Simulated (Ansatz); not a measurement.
## MoS2, space group P-3m1: a convergence test of the plane-wave cutoff, step by step

With Ansatz 0.2.0, Python API.

Run as a notebook:

In [1]:
```python
import warnings

import ansatz
from ase import Atoms
from tabulate import tabulate
```

In [2]:
```python
warnings.simplefilter("ignore", ansatz.DeckWarning)
```

In [3]:
```python
atoms = Atoms(
    ["Mo", "S", "S"],
    scaled_positions=[
        [0.0, 0.0, 0.5],
        [1 / 3, 2 / 3, 0.255319],
        [2 / 3, 1 / 3, 0.744681],
    ],
    cell=[
        [3.227465, 0.0, 0.0],
        [-1.613732, 2.795066, 0.0],
        [0.0, 0.0, 6.312473],
    ],
    pbc=True,
)
mos2 = ansatz.Crystal.from_ase(atoms)
```

In [4]:
```python
calc = mos2.calculation()
calc = calc.occupations("Fermi-Dirac", width=0.1)
calc = calc.scf(tolerance=1e-10)
calc = calc.kpoints(length=32).functional(ansatz.Functional.PBESOL)
```

In [5]:
```python
rows = []
for value in [300, 375, 450, 525]:
    rep = calc.basis(value).run().report
    rows.append((value, rep["free_energy_ev"] / len(rep["lattice"]["sites"]), rep["n_iterations"], rep["n_pw"]))

print(tabulate(rows, headers=["cutoff (eV)", "F/atom (eV)", "iterations", "plane waves"], floatfmt=".4f", tablefmt="plain"))
```
```text
  cutoff (eV)    F/atom (eV)    iterations    plane waves
          300     -2223.0730             8            671
          375     -2223.1013             8            919
          450     -2223.1020             8           1257
          525     -2223.1022             8           1535
```

In [6]:
```python
# differences from the last row
for row in rows[:-1]:
    shift = 1000 * (row[1] - rows[-1][1])
    print(f"{row[0]}: {shift:+.2f} meV/atom" + ("  (within 5 meV)" if abs(shift) < 5 else ""))
```
```text
300: +29.20 meV/atom
375: +0.92 meV/atom  (within 5 meV)
450: +0.24 meV/atom  (within 5 meV)
```

From 375 eV on it stays within 5 meV an atom of the value at 525 eV; the first row (300 eV) is off by 29.2 meV and the last but one by 0.24 meV. The energy falls steadily, as expected when plane waves are added. The last run costs about 2.1 times the first.

Spin is left out of this run. This cell is a computed structure, which may not be the phase found in nature. Shifts are counted from the last row, which is itself no proven limit. The script silences the warnings on its input, which a real study should read. Timing: 14 s on 1 thread of Arm Neoverse V2, on a shared host, peak memory 0.44 GiB.
